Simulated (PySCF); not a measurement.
# InO+: bond curves at several levels of theory

One table from this session's results is given with a row withheld; the runs are named, their logs left out.

The runs use PySCF 2.14.0; In x2c-SVPall, O x2c-SVPall, spin-free X2C with a Gaussian nucleus.

The first run:

A driver script around PySCF takes these settings:

* atoms: In, O
* charge: 1
* basis: In x2c-SVPall, O x2c-SVPall
* Hamiltonian: spin-free X2C with a Gaussian nucleus
* basis functions: 50
* electrons treated: 56
* masses in u: 114.9039, 15.9949
* levels: PBE0, PBE, r²SCAN, PW91, TPSSh, BLYP, HF, MP2, SCS-MP2, CCSD, CCSD(T)
* grid: 80 radial by 434 angular points
* occupations: held fixed by the projection of orbital angular momentum
* dissociation limit: In+ + O, each in its ground configuration
* starting distance in angstrom: 2.090
* values of 2S to try: 0, 2

Command:

```console
> OMP_NUM_THREADS=1 python dia.py task.json out
```

Steps of the session up to this table: Set-up; The PBE0 curve of the state that the search chose; Higher solutions at PBE0; PBE (GGA); r²SCAN (meta-GGA); PW91 (GGA); TPSSh (hybrid meta-GGA); BLYP (GGA); UHF (mean field); Adding correlation.

One table of the session follows, with a row left open; its other results are not shown here.

Energy (eV) from each level's lowest point:

```
R (Å)    UHF  UHF-MP2  UHF-SCS-MP2  UHF-CCSD  UHF-CCSD(T)
2.515  0.260    0.191        0.204       n/a          n/a
2.632  0.151    0.098        0.107     0.102        0.094
2.749      ?        ?            ?         ?            ?
2.837  0.048    0.019        0.023     0.021        0.018
2.925  0.026    0.006        0.008     0.007        0.005
3.013  0.011    0.000        0.001     0.000        0.000
3.130  0.002    0.000        0.000     0.000        0.002
3.276  0.000    0.009        0.008     0.009        0.012
3.451  0.007    0.027        0.024     0.027        0.032
3.686  0.025    0.057        0.053       n/a          n/a
```

**Question.** Estimate the row for R (Å) = 2.749.

Worked estimate for «UHF». A straight line through the neighbours (2.632, 0.151) and (2.837, 0.048) gives 0.151 + (0.048 − 0.151) × (2.749 − 2.632) / (2.837 − 2.632) = 0.092; a parabola fitted to 4 rows on both sides gives 0.080.

**Answer.** UHF: 0.082; UHF-MP2: 0.043; UHF-SCS-MP2: 0.049; UHF-CCSD: 0.045; UHF-CCSD(T): 0.041. In «UHF» the line misses by +0.010 and the parabola by -0.002.
